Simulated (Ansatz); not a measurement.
# Al2Pt: the cost of one run

Program: Ansatz 0.2.0. Level of theory: DFT PBE, with the methods named in each step. These are calculated values, not measurements.

### 1 The system as given

The structure is cubic, space group Fm-3m (No. 225). The conventional cell has a = 5.947 Å, b = 5.947 Å, c = 5.947 Å, α = 90.00°, β = 90.00°, γ = 90.00°. Around Al (site symmetry -43m) lie 4 Pt at 2.58 Å. Pt (site symmetry m-3m) is surrounded by 8 Al at 2.58 Å.

As a file:

```cif
data_structure
_symmetry_space_group_name_H-M 'Fm-3m'
_symmetry_Int_Tables_number 225
_cell_length_a 5.9471
_cell_length_b 5.9471
_cell_length_c 5.9471
_cell_angle_alpha 90.000
_cell_angle_beta 90.000
_cell_angle_gamma 90.000
_cell_volume 210.33
loop_
_atom_site_label
_atom_site_type_symbol
_atom_site_symmetry_multiplicity
_atom_site_Wyckoff_symbol
_atom_site_fract_x
_atom_site_fract_y
_atom_site_fract_z
_atom_site_occupancy
Al1 Al 8 c 0.25000 0.75000 0.75000 1
Pt1 Pt 4 a 0.00000 0.00000 0.00000 1
```

The file gives the conventional cell by its symmetry; the runs use the cell typed in the input.

Atoms are numbered in the order of the input: Al1, Al2, Pt3.

### 2 The relaxed cell, LAPW

input.yaml

```yaml
crystal:
  lattice:
    - [0.0, 2.9735292329, 2.9735292329]
    - [2.9735292329, 0.0, 2.9735292329]
    - [2.9735292329, 2.9735292329, 0.0]
  atoms:
    - { symbol: Al, position: [0.25, 0.25, 0.25] }
    - { symbol: Al, position: [0.75, 0.75, 0.75] }
    - { symbol: Pt, position: [0.0, 0.0, 0.0] }
kpoints:
  mp_grid: { grid: [11, 11, 11] }
  band_path:
    path:
      - [0.0, 0.0, 0.0]
      - [0.5, 0.0, 0.5]
      - [0.625, 0.25, 0.625]
      - [0.375, 0.375, 0.75]
      - [0.0, 0.0, 0.0]
      - [0.5, 0.5, 0.5]
      - [0.5, 0.25, 0.75]
      - [0.5, 0.0, 0.5]
    npoints: 14
scf:
  occupations: { method: fermi_dirac, width: 0.05 }
hamiltonian:
  xc: pbe
  pseudopotentials: { kind: all_electron, lapw: { basis_error: 0.0005 } }
output:
  forces: true
  stress: true
  eigenvalues: true
  populations: true
```

Command:

```
ansatz run input.yaml --threads 1 --pin off --max-ram 3072MiB --backend cpu --events-out ev --progress --plain --runs-dir out
```

What time and memory should one allow on 1 thread of Intel Xeon Platinum 8259CL at 2.50GHz (Skylake/Cascade Lake), shared host?

About 54 s, with a peak of 0.54 GiB.
